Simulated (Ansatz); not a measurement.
# Ba13Sr4: the cost of one run

Method: DFT PBEsol, plane waves, PAW, scalar-relativistic, no spin polarisation, in Ansatz 0.2.0.

1 further run of the same task is left out (it didn't finish).

## 1. The structure to begin with

The cell holds 17 atoms (Ba13Sr4): a = 10.026 Å, b = 10.026 Å, c = 20.519 Å, α = 90.00°, β = 90.00°, γ = 90.00°.

As a file:

```xyz
17
Lattice="10.0256 0.0000 0.0000 0.0000 10.0256 0.0000 0.0000 0.0000 20.5192" Properties=species:S:1:pos:R:3 pbc="T T T"
Ba    2.5064    7.5192    8.5192
Ba    2.5064    2.5064    8.5192
Ba    5.0128    0.0000    1.0000
Sr    0.0000    0.0000    1.0000
Ba    2.5064    2.5064    3.5064
Ba    2.5064    7.5192    3.5064
Ba    5.0128    5.0128    6.0128
Sr    0.0000    5.0128    6.0128
Ba    7.5192    7.5192    3.5064
Ba    7.5192    2.5064    3.5064
Ba    0.0000    0.0000    6.0128
Sr    5.0128    0.0000    6.0128
Ba    7.5192    2.5064    8.5192
Ba    7.5192    7.5192    8.5192
Ba    0.0000    5.0128    1.0000
Sr    5.0128    5.0128    1.0000
Ba    7.5137    5.0201   12.1692
```

## 2. Preparing the start

input.yaml

```yaml
accuracy: low
crystal:
  lattice:
    - [10.025642, 0.0, 0.0]
    - [0.0, 10.025642, 0.0]
    - [0.0, 0.0, 20.519232]
  atoms:
    - { symbol: Ba, position: [0.25, 0.75, 0.4151828] }
    - { symbol: Ba, position: [0.25, 0.25, 0.4151828] }
    - { symbol: Ba, position: [0.5, 0.0, 0.0487348] }
    - { symbol: Sr, position: [0.0, 0.0, 0.0487348] }
    - { symbol: Ba, position: [0.25, 0.25, 0.1708841] }
    - { symbol: Ba, position: [0.25, 0.75, 0.1708841] }
    - { symbol: Ba, position: [0.5, 0.5, 0.2930334] }
    - { symbol: Sr, position: [0.0, 0.5, 0.2930334] }
    - { symbol: Ba, position: [0.75, 0.75, 0.1708841] }
    - { symbol: Ba, position: [0.75, 0.25, 0.1708841] }
    - { symbol: Ba, position: [0.0, 0.0, 0.2930334] }
    - { symbol: Sr, position: [0.5, 0.0, 0.2930334] }
    - { symbol: Ba, position: [0.75, 0.25, 0.4151828] }
    - { symbol: Ba, position: [0.75, 0.75, 0.4151828] }
    - { symbol: Ba, position: [0.0, 0.5, 0.0487348] }
    - { symbol: Sr, position: [0.5, 0.5, 0.0487348] }
    - { symbol: Ba, position: [0.7494453, 0.5007291, 0.5930647] }
basis:
  ecutwfc: 420.0
kpoints:
  mp_grid: { grid: [2, 2, 1] }
hamiltonian:
  xc: pbesol
scf:
  occupations: { method: fermi_dirac, width: 0.05 }
  lower_state_search: "off"
relax:
  f_tol: 0.08
  max_steps: 25
  adjacent_minimum: "off"
  constraints: [{ sites: [2, 3, 14, 15] }]
```

Started as:

```
$ ansatz run input.yaml --threads 4 --pin off --max-ram 10240MiB --backend cpu --events-out ev --progress --plain --runs-dir out
```

Q: Estimate wall time and peak memory on 4 threads of Arm Neoverse N1, shared host.

About 7 min, with a peak of 4.5 GiB.
